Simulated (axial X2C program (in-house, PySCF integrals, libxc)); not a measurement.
# PrCl⁺: Ω levels from open-shell CI on f3 s0 d(πδ)0

Which Ω levels does PrCl⁺ have in the configuration f3 s0 d(πδ)0, and how far apart?

The runs use an in-house X2C program for linear molecules on PySCF integrals; two-component X2C, average-of-configuration Hartree–Fock and CI in the open shells.

All values are calculated.

## Step 1: The job

task.json reads:

```json
{
 "zs": [
  59,
  17
 ],
 "q": 1,
 "bas": [
  "dyall-v3z",
  "dyall-v3z"
 ],
 "r0": 2.6,
 "metal": 0,
 "shells": [
  [
   3,
   [
    0,
    1,
    2,
    3
   ],
   3
  ],
  [
   0,
   [
    0
   ],
   0
  ],
  [
   2,
   [
    1,
    2
   ],
   0
  ]
 ],
 "fix": 0,
 "emax": 2.2,
 "nroots": 4
}
```

Keys: zs atomic numbers; q charge; bas basis sets; r0 starting distance in Å; metal index of the metal atom; shells open shells as [l, |m| values, electrons]; fix electron count of the first shell held; emax energy window in eV; nroots roots for each Ω.

Command:

```bash
$ python soci.py task.json out
```

Two-component X2C with atomic mean-field Coulomb and Gaunt terms, basis Pr dyall-v3z, Cl dyall-v3z (cores contracted in-house). Orbitals come from Hartree–Fock averaged over the configuration Pr f3 s0 d(πδ)0; CI then distributes these electrons over the f, s, d(πδ) shells of Pr.

## Step 2: CI at R = 2.579 Å

Before running it: what results should come out? Wanted: lowest level of the model; next level; lowest curve, Re and ωe.

The runs gave:

```
                 quantity                        value
lowest level of the model  Ω = 9/2, g∥ = 6.46, 100% f3
               next level     Ω = 7/2, 154 cm⁻¹ higher
  lowest curve, Re and ωe          2.584 Å, 332.6 cm⁻¹
```

**Reading.** In the lowest level ⟨Sz⟩ = -1.27 and ⟨Lz⟩ = 5.77; its leading determinant has weight 0.36 among 98. From 2.579 to 2.682 Å the gap from the lowest to the fifth level goes from 378 to 382 cm⁻¹. Without dynamic correlation distances can be off by several hundredths of an Å, and the wavenumbers are rough. Dynamic correlation is missing, so gaps between terms are too wide and other configurations may lie lower; the lowest level listed is that of this model, not necessarily the ground state. At most 4 roots were kept for each Ω > 0 (twice that for Ω = 0) within 2.2 eV of the lowest, so higher up levels can be missing between those listed; levels with Ω > 0 are doubly degenerate and listed once, Ω = 0 levels singly. Some active spinors are only partly of the character that their shell is named for, so the shell names and counts are nominal. States that fill the shells left empty in the average are placed too high.
